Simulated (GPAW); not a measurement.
A run of GPAW 26.7.0 is set up as follows.

The input run.py:

```python
from ase import Atoms
from ase.calculators.mixing import SumCalculator
from ase.filters import FrechetCellFilter
from ase.io import write
from ase.optimize import BFGS
from dftd3.ase import DFTD3
from gpaw import GPAW, PW, setup_paths

setup_paths.insert(0, '.')

atoms = Atoms(['As', 'As', 'Ti', 'Ti', 'Ti', 'Ti', 'Ti', 'Ti'],
              cell=[[5.021765, 0.0, 0.0],
                    [0.0, 5.021765, 0.0],
                    [0.0, 0.0, 5.021765]],
              scaled_positions=[[0.0, 0.0, 0.0],
                                [0.5, 0.5, 0.5],
                                [0.0, 0.5, 0.75],
                                [0.0, 0.5, 0.25],
                                [0.75, 0.0, 0.5],
                                [0.25, 0.0, 0.5],
                                [0.5, 0.75, 0.0],
                                [0.5, 0.25, 0.0]],
              pbc=True)

calc = GPAW(mode=PW(600),
            xc='PBEsol',
            kpts={'size': (4, 4, 4), 'gamma': True},
            occupations={'name': 'fermi-dirac', 'width': 0.05},
            nbands=73,
            convergence={'density': 1e-05, 'forces': 0.0001},
            maxiter=150,
            txt='gpaw.txt')
atoms.calc = SumCalculator([calc, DFTD3(method='pbesol', damping='d3bj')])
opt = BFGS(FrechetCellFilter(atoms), trajectory='relax.traj', logfile='-')
done = opt.run(fmax=0.02, steps=60)
calc.write('gs.gpw')
write('result.traj', atoms)
print('Converged:', done)
print('Cell:', atoms.cell.cellpar().round(4))
print('Volume:', round(atoms.get_volume(), 4))
print(atoms.get_scaled_positions().round(5))
```

Potentials or basis: PAW data sets generated in the run's folder for this functional, pw.

Command:

```bash
$ gpaw-setup -f PBEsol As Ti
$ OMP_NUM_THREADS=1 python run.py
```

(1) Predict the relaxed cell.

(2) What does it give for the dispersion energy per atom?

Answers

(1) a = 4.876 Å, b = 4.876 Å, c = 4.876 Å, α = 90.00°, β = 90.00°, γ = 90.00°.

(2) -0.675 eV.

Caveat: later steps reuse the first step's grids.
